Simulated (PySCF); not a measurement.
# C4H8BCl: the cost of one run

The runs use PySCF 2.14.0, with density-fitted response routines of our own; the level of theory stands in each step. All values are computed, except where a source is named. Atoms are numbered from 0 throughout.

## Step 1: Starting geometry

14 atoms, charge 0, multiplicity 1; geometry from: GFN2-xTB. The atoms were then displaced at random by about 0.01 Å, so the start is not that level's minimum.

Bonds of the start (Å): B0–C1 1.55, C1–C2 1.51, C2–Cl3 1.84, C2–C4 1.49, C4–C5 1.33, B0–H6 1.17, B0–H7 1.18, C1–H8 1.08, C1–H9 1.08, C2–H10 1.11, C4–H11 1.07, C5–H12 1.07, C5–H13 1.07.

## Step 2: Relaxing the molecule at PBE0-D3(BJ)/def2-SVP

Job settings and geometry (Å):

```
{"job": {"xc": "PBE0", "basis": "def2-SVP", "d3": "d3bj", "grid": 1, "shake": 0.01, "kind": "geom"}, "charge": 0, "multiplicity": 1}
B     -1.955310     0.257330     0.361010
C     -1.104990    -0.623870    -0.584130
C      0.343740    -0.766770    -0.198100
Cl     1.229280    -1.862520    -1.378390
C      1.097290     0.522990    -0.220560
C      1.875790     0.954270     0.767210
H     -1.529900     0.744480     1.335970
H     -3.071740     0.485560     0.052600
H     -1.554200    -1.609740    -0.611410
H     -1.156900    -0.245110    -1.598150
H      0.460330    -1.261560     0.787370
H      0.978840     1.117700    -1.102840
H      1.994630     0.380870     1.657730
H      2.385990     1.891300     0.723930
```

The run is started by

```console
$ OMP_NUM_THREADS=1 python probes_run.py task.json out
```

This one command runs all jobs of the session in turn.

**Question.** How long does this first job take on 1 thread of Arm Neoverse V2, shared host, and how much memory does it need?

About 79 s, with a peak of 0.5 GiB.
